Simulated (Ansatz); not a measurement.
# Cl3F2HSi2: one species, many methods

An exercise on one series of results from a longer session: the logs are not shown, and one member is left open.

Method: functionals in def2-TZVPP, the program's frozen cores in correlated methods; program: Ansatz 0.2.0, Gaussian basis.

Levels to be run: LDA (SPW92), PBE-D4, revPBE-D4, BLYP-D4, r2SCAN-D4, B97M-V, PBE0-D4, B3LYP-D4, r2SCANh-D4, r2SCAN0-D4, HSE06-D4, BHLYP-D4, CAM-B3LYP-D4, LC-ωPBE, ωB97X-V, ωB97M-V, B2PLYP, PBE-QIDH; CCSD(T)/def2-SVP; CCSD(T)/def2-TZVPP; CCSD(T)/def2-QZVPP; extrapolation to the limit; RPA on PBE.

## Structure used throughout

An earlier PBE0-D4 in a triple-zeta def2 set relaxation fixed the geometry.

8 atoms, charge 0, spin multiplicity 1.

Atoms are counted from 1 here; the program's logs count them from 0.

Bond lengths: F1–Si2 1.582 Å, Si2–F3 1.582 Å, Si2–Cl4 2.023 Å, Si2–Si5 2.337 Å, Si5–Cl6 2.041 Å, Si5–Cl7 2.041 Å, Si5–H8 1.478 Å. Angles: F1–Si2–F3 106.9°, F1–Si2–Cl4 108.8°, F1–Si2–Si5 110.6°, F3–Si2–Cl4 108.8°, F3–Si2–Si5 110.6°, Cl4–Si2–Si5 111.0°, Si2–Si5–Cl6 107.4°, Si2–Si5–Cl7 107.4°, Si2–Si5–H8 114.1°, Cl6–Si5–Cl7 110.6°, Cl6–Si5–H8 108.7°, Cl7–Si5–H8 108.7°.

The first run:

in.yaml reads:

```yaml
crystal:
  periodic: [false, false, false]
  atoms:
    - {symbol: F, position_ang: [-0.505564, 0.353578, -2.237056]}
    - {symbol: Si, position_ang: [-0.512823, -0.524060, -0.920788]}
    - {symbol: F, position_ang: [0.111628, -1.927060, -1.300895]}
    - {symbol: Cl, position_ang: [-2.428044, -0.800637, -0.331935]}
    - {symbol: Si, position_ang: [0.738860, 0.505805, 0.762507]}
    - {symbol: Cl, position_ang: [-0.142689, 2.300726, 1.169084]}
    - {symbol: Cl, position_ang: [0.678298, -0.709660, 2.400542]}
    - {symbol: H, position_ang: [2.152534, 0.744207, 0.402743]}
basis:
  gaussian: {orbitals: def2-TZVPP}
hamiltonian: {xc: lda}
output: {orbitals: {seedname: orbitals}}
```

Among the steps run: LDA; PBE-D4 (GGA); revPBE-D4 (GGA); BLYP-D4 (GGA); r2SCAN-D4 (meta-GGA); B97M-V (meta-GGA); PBE0-D4 (hybrid); B3LYP-D4 (hybrid); r2SCANh-D4 (hybrid); r2SCAN0-D4 (hybrid); HSE06-D4 (hybrid); BHLYP-D4 (hybrid); CAM-B3LYP-D4 (range-separated); LC-ωPBE (range-separated); ωB97X-V (range-separated); ωB97M-V (range-separated); B2PLYP (double hybrid); PBE-QIDH (double hybrid).

One table of the session follows, with a row left open; its other results are not shown here.

It belongs to the step «Orbital energies across the functionals». 

| functional | HOMO (eV) | gap (eV) |
| --- | --- | --- |
| LDA (SPW92) | -7.64 | 5.46 |
| PBE-D4 | -7.52 | 5.62 |
| revPBE-D4 | ? | ? |
| BLYP-D4 | -7.40 | 5.71 |
| r2SCAN-D4 | -7.85 | 6.19 |
| B97M-V | -7.92 | 6.19 |
| PBE0-D4 | -8.82 | 7.76 |
| B3LYP-D4 | -8.61 | 7.41 |
| r2SCANh-D4 | -8.32 | 6.95 |
| r2SCAN0-D4 | -9.02 | 8.10 |
| HSE06-D4 | -8.42 | 6.98 |
| BHLYP-D4 | -10.03 | 9.96 |
| CAM-B3LYP-D4 | -10.15 | 10.21 |
| LC-ωPBE | -11.44 | 12.60 |
| ωB97X-V | -11.11 | 12.18 |
| ωB97M-V | -10.86 | 11.69 |

Estimate the missing values for revPBE-D4.

As computed: HOMO (eV): -7.46; gap (eV): 5.69. In the column «HOMO (eV)» it lies between PBE-D4 (-7.52) and BLYP-D4 (-7.40).
